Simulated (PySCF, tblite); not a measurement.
**C₇H₉B₂F: geometry, infrared bands and NMR shifts**

What infrared bands and NMR shifts should C₇H₉B₂F (`C=CC1=CBC(F)=CB1C`) show?

Computed with tblite 0.8.0 and PySCF 2.14.0, with density-fitted response routines of our own, on a single molecule in the gas phase. Atoms are numbered from 0 throughout.

## Step 1: Starting geometry

19 atoms, charge 0, multiplicity 1; geometry from: force field or distance geometry start.

Bonds of the start (Å): C0–C1 1.33, C1–C2 1.50, C2–C3 1.34, C3–B4 1.58, B4–C5 1.57, C5–F6 1.36, C5–C7 1.35, C7–B8 1.58, B8–C9 1.60, B8–C2 1.60, C0–H10 1.09, C0–H11 1.08, C1–H12 1.07, C3–H13 1.08, B4–H14 1.17, C7–H15 1.08, C9–H16 1.11, C9–H17 1.11, C9–H18 1.11.

## Step 2: Optimising the geometry with GFN2-xTB

The job: settings as JSON, then the geometry in Å.

```
{"job": {"kind": "relax", "xc": "GFN2-xTB", "basis": "xTB"}, "charge": 0, "multiplicity": 1}
C     -2.304500     1.511200    -0.028100
C     -1.729700     0.693900    -0.901600
C     -0.578700    -0.188100    -0.522400
C     -0.575400    -1.436000    -1.011500
B      0.576400    -2.462300    -0.651600
C      1.735700    -1.964300     0.275700
F      2.735900    -2.822400     0.611300
C      1.771800    -0.697400     0.743000
B      0.640600     0.335400     0.362700
C      0.785700     1.855600     0.827800
H     -3.169200     2.100600    -0.340500
H     -1.987800     1.583800     1.001800
H     -2.163900     0.592100    -1.870000
H     -1.381300    -1.802900    -1.628400
H      0.553800    -3.558200    -1.070300
H      2.583100    -0.378800     1.384800
H      0.364000     2.539900     0.061200
H      1.863100     2.097400     0.950700
H      0.270400     2.009800     1.798100
```

Command:

```bash
$ OMP_NUM_THREADS=1 python probes_run.py task.json out
```

One launch serves the whole session: the jobs run in the order shown.

**Question.** This job is followed by: GFN2-xTB harmonic vibrations, gas phase; GIAO PBE0/pcSseg-1 NMR shielding, non-relativistic, gas phase. Predict these results of the whole session: strongest single infrared mode (GFN2-xTB); zero-point energy (GFN2-xTB); ¹³C shifts against TMS (PBE0/pcSseg-1); ¹H shifts against TMS (PBE0/pcSseg-1, means over atoms taken as alike); ¹¹B shifts against BF3·OEt2 (PBE0/pcSseg-1); ¹⁹F shifts against CFCl3 (PBE0/pcSseg-1); surface potential, 1st and 99th percentile.

The runs gave:

| quantity | value |
| --- | --- |
| strongest single infrared mode (GFN2-xTB) | 1045 cm⁻¹, 258 km/mol |
| zero-point energy (GFN2-xTB) | 88.0 kcal/mol |
| ¹³C shifts against TMS (PBE0/pcSseg-1) | 193.9, 187.3, 152.3, 151.5, 144.5, 135.4, 15.7 ppm |
| ¹H shifts against TMS (PBE0/pcSseg-1, means over atoms taken as alike) | 6.95, 6.94, 6.88, 6.15, 6.06, 5.72, 1.12 ppm |
| ¹¹B shifts against BF3·OEt2 (PBE0/pcSseg-1) | 73.0, 56.2 ppm |
| ¹⁹F shifts against CFCl3 (PBE0/pcSseg-1) | -62.2 ppm |
| surface potential, 1st and 99th percentile | -1.01 V and 1.10 V |

Over 84 steps the energy fell by 0.227 eV; of the close pairs, C3–B4 changed most, 1.584 to 1.536 Å. All 51 modes are real, so the xTB geometry is a minimum. The strongest single mode, at 1045 cm⁻¹, has its largest shares on C5, B8, F6 and H15 (the list is cut at 4 atoms). Unscaled tight-binding wavenumbers are off by several per cent, some by more. Its intensities can rank the bands wrongly. At PBE0/pcSseg-1: The widest tensor belongs to C2: span 289 ppm, with a paramagnetic part of -260 ppm. By nearest atom (PBE0/pcSseg-1), the HOMO sits on C3 22 %; C0, C7 about 15 % each and the LUMO on B4 25 %; B8 17 %.
